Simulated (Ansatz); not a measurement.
**CH2ClNSSi: basis-set convergence**

One table from this session's results is given with a row withheld; the runs are named, their logs left out.

Computed with Ansatz 0.2.0, Gaussian basis. Level: one geometry, several basis sets.

Levels to be run: PBE0-D4/def2-SVP; ωB97M-V/def2-SVP; PBE0-D4/def2-QZVPP; ωB97M-V/def2-QZVPP; the functionals' def2-TZVPP values are taken from earlier runs.

## The relaxed structure

The geometry comes from an earlier relaxation with PBE0-D4 in a triple-zeta def2 set; it is a stationary point, not always the lowest conformer.

SMILES `S[Si]1(Cl)C=N1`, 7 atoms, charge 0, spin multiplicity 1.

Atoms are counted from 1 here; the program's logs count them from 0.

Bond lengths: S1–Si2 2.101 Å, S1–H6 1.344 Å, Si2–Cl3 2.031 Å, Si2–C4 1.754 Å, Si2–N5 1.759 Å, C4–N5 1.292 Å, C4–H7 1.092 Å. Angles: Si2–S1–H6 93.6°, S1–Si2–Cl3 111.4°, S1–Si2–C4 123.0°, S1–Si2–N5 121.6°, Cl3–Si2–C4 123.1°, Cl3–Si2–N5 117.6°, C4–Si2–N5 43.2°, Si2–C4–N5 68.6°, Si2–C4–H7 163.4°, N5–C4–H7 128.0°, Si2–N5–C4 68.2°.

Set-up of the first run:

File in.yaml:

```yaml
crystal:
  periodic: [false, false, false]
  atoms:
    - {symbol: S, position_ang: [-1.851986, 0.115539, 0.930609]}
    - {symbol: Si, position_ang: [0.059711, -0.213005, 0.123148]}
    - {symbol: Cl, position_ang: [0.946086, -1.839559, 0.956201]}
    - {symbol: C, position_ang: [0.946361, 1.012523, -0.765370]}
    - {symbol: N, position_ang: [0.422377, 0.140151, -1.561220]}
    - {symbol: H, position_ang: [-2.010697, -1.167833, 1.297753]}
    - {symbol: H, position_ang: [1.549248, 1.884084, -1.026921]}
basis:
  gaussian: {orbitals: def2-SVP}
hamiltonian: {xc: pbe0, dispersion: d4}
output: {orbitals: {seedname: orbitals}}
```

Command:

```
$ ansatz run in.yaml --threads 2 --pin off --events-out ev --progress --plain --max-ram 4352MiB
```

Among the steps run: PBE0-D4 in def2-SVP; ωB97M-V in def2-SVP; PBE0-D4 in def2-QZVPP; ωB97M-V in def2-QZVPP.

One table of the session follows, with a row left open; its other results are not shown here.

It belongs to the step «Density functionals: the series». 

| functional | basis | HOMO (eV) |
| --- | --- | --- |
| PBE0-D4 | def2-SVP | -6.73 |
| PBE0-D4 | def2-TZVPP | -6.80 |
| PBE0-D4 | def2-QZVPP | -6.84 |
| ωB97M-V | def2-SVP | -8.86 |
| ωB97M-V | def2-TZVPP | -8.97 |
| ωB97M-V | def2-QZVPP | ? |

**Question.** Estimate the row for ωB97M-V, def2-QZVPP.

**Answer.** HOMO (eV): -9.02. In the column «HOMO (eV)» it is the lowest.
